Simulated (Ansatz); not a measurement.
# KRu: the cost of one run

Program: Ansatz 0.2.0. Level of theory: DFT PBE, scalar-relativistic, plane waves, PAW. These are calculated values, not measurements.

## (1) The structure to begin with

Symmetry: P-6m2, No. 187, hexagonal system. Conventional cell: a = 4.050 Å, b = 4.050 Å, c = 5.773 Å, α = 90.00°, β = 90.00°, γ = 120.00°. K (site symmetry -6m2) has 6 Ru at 3.71 Å and 6 K at 4.05 Å as nearest neighbours. Ru (site symmetry -6m2) is surrounded by 6 K at 3.71 Å and 6 Ru at 4.05 Å.

As a file:

```xyz
2
Lattice="4.0499 0.0000 0.0000 -2.0250 3.5073 0.0000 0.0000 0.0000 5.7727" Properties=species:S:1:pos:R:3 pbc="T T T"
K     0.0000    2.3382    2.8863
Ru    0.0000    0.0000    0.0000
```

Recipe of the guess: close-packed layers stacked AB|A (P-6m2, No. 187). Its size is a rough estimate.

## (2) Probe: one point on a coarse mesh

input.yaml reads:

```yaml
crystal:
  lattice:
    - [4.04991861, 0.0, 0.0]
    - [-2.02495931, 3.5073324, 0.0]
    - [0.0, 0.0, 5.772693]
  atoms:
    - { symbol: K, position: [0.33333333, 0.66666667, 0.5] }
    - { symbol: Ru, position: [0.0, 0.0, 0.0] }
basis:
  ecutwfc: 420
kpoints:
  mp_grid: { grid: [6, 6, 4] }
hamiltonian:
  xc: pbe
scf:
  occupations: { method: gaussian, width: 0.1 }
  lower_state_search: "off"
output:
  forces: true
  stress: true
  eigenvalues: true
```

Started as:

```sh
$ ansatz run input.yaml --threads 1 --pin off --max-ram 2048MiB --backend cpu --events-out ev --progress --plain --runs-dir out
```

**Question.** How long does this run take on 1 thread of Arm Neoverse V2, shared host, and how much memory does it need?

About 2.1 s, with a peak of 0.32 GiB.
